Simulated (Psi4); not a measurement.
# One shape, several levels: GeH3O2F (SMILES [OH][GeH]([OH])[F])

We compute a comparison of 3 runs (B3LYP/6-31G*, HSE06/def2-SVP) of GeH3O2F. 

Program for the calculation: Psi4 1.11.

### Step 1. The molecule

The species is GeH3O2F (7 atoms), meant as a singlet with charge 0. SMILES: `[OH][GeH]([OH])[F]`. The Ge2–F4 distance was set to 3.124 Å, away from the relaxed value. At this shape a bond of the SMILES string is far longer than usual.

Bond lengths: O1–Ge2 1.758 Å, Ge2–O3 1.748 Å, O1–H5 0.961 Å, Ge2–H6 1.522 Å, O3–H7 0.961 Å. Angles: O1–Ge2–O3 108.4°, O1–Ge2–H6 116.0°, O3–Ge2–H6 108.9°, Ge2–O1–H5 112.4°, Ge2–O3–H7 112.8°.

### Step 2. Energy and forces at B3LYP/6-31G(d) (spherical functions) (run 1)

fgeh3o2.py

```python
import psi4

psi4.set_memory(2200000000)
psi4.set_num_threads(1)
psi4.set_output_file('run.log', False)

molecule = psi4.geometry("""
O      1.07595336     4.05628201    -1.14126608
Ge     1.53969215     1.85078265     1.29969316
O      4.61181992     0.66176697     1.06385534
F     -2.38162183    -2.42735321     0.21391700
H     -0.54221912     3.87014399    -1.94364379
H      1.11658248     2.81945626     3.97384460
H      5.15265953     0.44879484    -0.65711824
units au
symmetry c1
no_reorient
no_com
""")

options = {'basis': '6-31G*', 'reference': 'rks', 'puream': True, 'e_convergence': 1e-09, 'd_convergence': 1e-08, 'scf_type': 'pk', 'dft_radial_points': 99, 'dft_spherical_points': 590}
psi4.set_options(options)

e = psi4.gradient("b3lyp", molecule=molecule)
print('gradient / Eh bohr^-1')
print(e.np.round(6))
```

Started as:

```sh
$ python fgeh3o2.py
```

run.log:

```text
[...]
  Running in c1 symmetry.
[...]
  Nuclear repulsion =  278.769474537336919
[...]
  Multiplicity = 1
[...]
  Nalpha       = 30
  Nbeta        = 30
[...]
    Number of basis functions: 80
[...]
   @RKS iter   1: -2327.32257732232574   -2.40370e+00   3.42442e-02 DIIS/ADIIS
[...]
   @RKS iter  17: -2328.74612763996311   -2.86491e-11   7.34827e-09 DIIS
[...]
  @RKS Final Energy: -2328.74612763996311
   => Energetics <=
    Nuclear Repulsion Energy =            278.7694745373369187
    One-Electron Energy =               -3796.5653279069001655
    Two-Electron Energy =                1275.8954539918343016
    DFT Exchange-Correlation Energy =     -86.8457282622339335
    Empirical Dispersion Energy =           0.0000000000000000
    VV10 Nonlocal Energy =                  0.0000000000000000
    Total Energy =                      -2328.7461276399626513
[...]
 Multipole Moments:
 ------------------------------------------------------------------------------------
     Multipole            Electronic (a.u.)      Nuclear  (a.u.)        Total (a.u.)
 ------------------------------------------------------------------------------------
 L = 1.  Multiply by 2.5417464519 to convert [e a0] to [Debye]
 Dipole X            :        -77.9768807           79.0647615            1.0878808
 Dipole Y            :        -80.5472756           82.2616528            1.7143773
 Dipole Z            :        -44.3207070           44.2692308           -0.0514763
 Magnitude           :                                                    2.0310647
[...]
  -Total Gradient:
     Atom            X                  Y                   Z
    ------   -----------------  -----------------  -----------------
       1       -0.005309200524    -0.001167073769     0.001052685289
       2        0.023472115191     0.028692339727     0.008513732130
       3       -0.001449424569     0.002258600406    -0.011714480678
       4       -0.029488826218    -0.033570164902    -0.007522777822
       5        0.011013500957     0.000358262466     0.005760185372
       6        0.003928752665     0.001403568559    -0.007237012870
       7       -0.002166663805     0.002055944694     0.011142551871
[...]
```

Standard output:

```text
gradient / Eh bohr^-1
[[-0.005309 -0.001167  0.001053]
 [ 0.023472  0.028692  0.008514]
 [-0.001449  0.002259 -0.011714]
 [-0.029489 -0.03357  -0.007523]
 [ 0.011014  0.000358  0.00576 ]
 [ 0.003929  0.001404 -0.007237]
 [-0.002167  0.002056  0.011143]]
```

It took 14 s on 1 thread of AMD EPYC 9R45 (Zen 5), shared host; peak memory 0.95 GiB.

### Step 3. The energy at B3LYP/6-31G(d) (Cartesian functions) (run 2)

job.in

```
memory 2200 MB

molecule {
  0 1
  O      0.569370     2.146492    -0.603932
  Ge     0.814770     0.979392     0.687768
  O      2.440470     0.350192     0.562968
  F     -1.260300    -1.284500     0.113200
  H     -0.286930     2.047992    -1.028532
  H      0.590870     1.491992     2.102868
  H      2.726670     0.237492    -0.347732
  units angstrom
  symmetry c1
}

set globals {
  basis                6-31G*
  puream               false
  e_convergence        1e-09
  d_convergence        1e-08
  scf_type             pk
  dft_radial_points    99
  dft_spherical_points 590
}

energy_value, wavefunction = energy('b3lyp', return_wfn=True)
oeprop(wavefunction, 'MAYER_INDICES', 'QUADRUPOLE', 'DIPOLE', title='B3LYP')
```

Started as:

```sh
$ psi4 -i job.in -o job.out -n 1
```

job.out:

```text
[...]
  Running in c1 symmetry.
[...]
  Nuclear repulsion =  278.769474699816669
[...]
  Multiplicity = 1
[...]
  Nalpha       = 30
  Nbeta        = 30
[...]
    Number of basis functions: 86
[...]
   @RKS iter   1: -2327.21459834645339   -2.27780e+00   3.40909e-02 DIIS/ADIIS
[...]
   @RKS iter  22: -2328.75647734663335    1.81899e-12   1.60039e-09 DIIS
[...]
    Orbital Energies [Eh]
    ---------------------
    Doubly Occupied:
       1A   -398.857328     2A    -49.910588     3A    -44.437146
       4A    -44.434617     5A    -44.434258     6A    -24.548661
       7A    -19.216714     8A    -19.216171     9A     -6.338485
      10A     -4.512539    11A     -4.508092    12A     -4.506303
      13A     -1.318733    14A     -1.316140    15A     -1.312264
      16A     -1.310246    17A     -1.309164    18A     -1.057284
      19A     -1.035314    20A     -0.970684    21A     -0.631027
      22A     -0.551841    23A     -0.484619    24A     -0.438964
      25A     -0.407471    26A     -0.382648    27A     -0.368248
      28A     -0.255918    29A     -0.245687    30A     -0.245529
[...]
  @RKS Final Energy: -2328.75647734663335
   => Energetics <=
    Nuclear Repulsion Energy =            278.7694746998166693
    One-Electron Energy =               -3796.5884661908503404
    Two-Electron Energy =                1275.8788091146402621
    DFT Exchange-Correlation Energy =     -86.8162949702402642
    Empirical Dispersion Energy =           0.0000000000000000
    VV10 Nonlocal Energy =                  0.0000000000000000
    Total Energy =                      -2328.7564773466333463
[...]
 Multipole Moments:
 ------------------------------------------------------------------------------------
     Multipole            Electronic (a.u.)      Nuclear  (a.u.)        Total (a.u.)
 ------------------------------------------------------------------------------------
 L = 1.  Multiply by 2.5417464519 to convert [e a0] to [Debye]
 Dipole X            :         -0.4461066            1.5321723            1.0860658
 Dipole Y            :          0.7556287            0.9587532            1.7143818
 Dipole Z            :          2.7128208           -2.7638268           -0.0510061
 Magnitude           :                                                    2.0300851
 L = 2.  Multiply by 1.3450342976 to convert [e a0^2] to [Debye ang]
 Quadrupole XX       :       -258.8429992          230.2649424          -28.5780568
 Quadrupole XY       :       -105.1524314           97.5349296           -7.6175018
[...]
```

Run time: 14 s. Hardware: 1 thread of AMD EPYC 9R45 (Zen 5), shared host; peak memory 1 GiB.

### Step 4. Energy and forces at HSE06/def2-SVP (run 3)

fgeh3o2.dat

```
memory 2.2 GB

molecule {
  O
  Ge 1 R2
  O 2 R3 1 A3
  F 2 R4 3 A4 1 D4
  H 1 R5 2 A5 3 D5
  H 2 R6 3 A6 1 D6
  H 3 R7 2 A7 6 D7

  R2 = 1.758076
  R3 = 1.747675
  A3 = 108.44394
  R4 = 3.1243
  A4 = 110.10919
  D4 = 113.97581
  R5 = 0.960852
  A5 = 112.39665
  D5 = 136.85929
  R6 = 1.521643
  A6 = 108.93919
  D6 = -127.14377
  R7 = 0.961242
  A7 = 112.75706
  D7 = -164.09512
  units angstrom
  symmetry c1
  no_reorient
  no_com
}

set {
  basis                def2-SVP
  puream               true
  e_convergence        1e-09
  d_convergence        1e-08
  scf_type             pk
  dft_radial_points    99
  dft_spherical_points 590
}

E, wfn = gradient('hse06', return_wfn=True)
oeprop(wfn, 'DIPOLE', 'MULLIKEN_CHARGES', 'WIBERG_LOWDIN_INDICES', title='HSE06')
```

Started as:

```sh
$ psi4 -i fgeh3o2.dat -o fgeh3o2.out -n 1
```

fgeh3o2.out:

```text
[...]
  Running in c1 symmetry.
[...]
  Nuclear repulsion =  278.769502710194104
[...]
  Multiplicity = 1
[...]
  Nalpha       = 30
  Nbeta        = 30
[...]
    Number of basis functions: 89
[...]
   @RKS iter   1: -2326.75545203930642   -2.55606e+00   2.67010e-02 DIIS/ADIIS
[...]
   @RKS iter  17: -2328.04843108502519    1.36424e-12   1.27658e-09 DIIS
[...]
  @RKS Final Energy: -2328.04843108502519
   => Energetics <=
    Nuclear Repulsion Energy =            278.7695027101941037
    One-Electron Energy =               -3796.8225163629194867
    Two-Electron Energy =                1271.9866398839126305
    DFT Exchange-Correlation Energy =     -81.9820573162123480
    Empirical Dispersion Energy =           0.0000000000000000
    VV10 Nonlocal Energy =                  0.0000000000000000
    Total Energy =                      -2328.0484310850251859
[...]
  -Total Gradient:
     Atom            X                  Y                   Z
    ------   -----------------  -----------------  -----------------
       1        0.002957734154     0.001034534213    -0.009771829723
       2        0.027300862001    -0.005964105939    -0.005224646740
       3       -0.001038021468    -0.010407421270    -0.002136805083
       4       -0.039880394814     0.020368288324     0.013151130829
       5        0.004020850952    -0.005066541773     0.005113989659
       6        0.002432082250    -0.004387535093    -0.003842342136
       7        0.004182796605     0.004415576109     0.002663411517
[...]
 Multipole Moments:
 ------------------------------------------------------------------------------------
     Multipole            Electronic (a.u.)      Nuclear  (a.u.)        Total (a.u.)
 ------------------------------------------------------------------------------------
 L = 1.  Multiply by 2.5417464519 to convert [e a0] to [Debye]
 Dipole X            :          2.1561560           -0.4481124            1.7080436
 Dipole Y            :          1.3328948           -2.1647769           -0.8318821
 Dipole Z            :          1.3929808           -2.4532494           -1.0602686
 Magnitude           :                                                    2.1756862
[...]
```

Run time: 33 s. Hardware: 1 thread of AMD EPYC 9R45 (Zen 5), shared host; peak memory 1.1 GiB.

### Step 5. The series

```tsv
run	level	task	Cartesian functions	energy (Eh)	dipole moment (D)	HOMO energy (eV)	LUMO energy (eV)	wall time
1	B3LYP/6-31G* (spherical functions)	gradient	no	-2328.746128	5.16	-6.68	-4.11	14 s
2	B3LYP/6-31G* (Cartesian functions)	energy	yes	-2328.756477	5.16	-6.68	-4.10	14 s
3	HSE06/def2-SVP	gradient	no	-2328.048431	5.53	-6.66	-4.37	33 s
```

### Step 6. Results

```
                       quantity           value
            run 3: total energy  -2328.04843 Eh
           run 3: dipole moment          5.53 D
             run 3: HOMO energy        -6.66 eV
             run 3: LUMO energy        -4.37 eV
           run 3: HOMO–LUMO gap         2.29 eV
run 3: largest force on an atom      2.400 eV/Å
```

What this shows: The dipole moment (its size) runs from 5.16 D (B3LYP/6-31G*) to 5.53 D (HSE06/def2-SVP). The two ends differ in method and basis. The HOMO–LUMO gap runs from 2.29 eV (HSE06/def2-SVP) to 2.58 eV (B3LYP/6-31G*). Totals of different functionals can't be ranked against each other. In all runs a closed-shell determinant meets a far-stretched bond; if it breaks into open shells, such a determinant describes it badly, and no broken-symmetry solution was shown. All runs together took 61 s, the longest 33 s.
